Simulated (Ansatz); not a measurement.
# BaOsO3: the cost of one run

Program: Ansatz 0.2.0. Level of theory: DFT PBEsol, scalar-relativistic, plane waves, PAW. These are calculated values, not measurements.

**1. The structure to begin with**

Symmetry: Pm-3m, No. 221, cubic system. The conventional cell has a = 4.064 Å, b = 4.064 Å, c = 4.064 Å, α = 90.00°, β = 90.00°, γ = 90.00°. Ba (site symmetry m-3m) is surrounded by 12 O at 2.87 Å. Around Os (site symmetry m-3m) lie 6 O at 2.03 Å. O (site symmetry 4/mmm) is surrounded by 2 Os at 2.03 Å and 4 Ba at 2.87 Å.

Structure file:

```
CELL_PARAMETERS angstrom
4.06423 0.00000 0.00000
0.00000 4.06423 0.00000
0.00000 0.00000 4.06423
ATOMIC_POSITIONS crystal
Ba 0.00000 0.00000 0.00000
Os 0.50000 0.50000 0.50000
O 0.00000 0.50000 0.50000
O 0.50000 0.00000 0.50000
O 0.50000 0.50000 0.00000
```

(A quick probe on a coarse mesh, which set the mesh and smearing, is not shown.)

**3. A loose first relaxation**

input.yaml

```yaml
crystal:
  lattice:
    - [4.06423, 0.0, 0.0]
    - [0.0, 4.06423, 0.0]
    - [0.0, 0.0, 4.06423]
  atoms:
    - { symbol: Ba, position: [0.0, 0.0, 0.0] }
    - { symbol: Os, position: [0.5, 0.5, 0.5] }
    - { symbol: O, position: [0.0, 0.5, 0.5] }
    - { symbol: O, position: [0.5, 0.0, 0.5] }
    - { symbol: O, position: [0.5, 0.5, 0.0] }
basis:
  ecutwfc: 420
kpoints:
  mp_grid: { grid: [4, 4, 4] }
hamiltonian:
  xc: pbesol
scf:
  occupations: { method: gaussian, width: 0.1 }
  lower_state_search: "off"
output:
  forces: true
  stress: true
  eigenvalues: true
relax:
  adjacent_minimum: "off"
  f_tol: 0.04
  max_steps: 70
  cell: { stress_tol: 0.4 }
```

On the command line:

```console
ansatz run input.yaml --threads 1 --pin off --max-ram 2560MiB --backend cpu --events-out ev --progress --plain --runs-dir out
```

What time and memory should one allow on 1 thread of Arm Neoverse V2, shared host?

About 7.3 s, with a peak of 0.33 GiB.
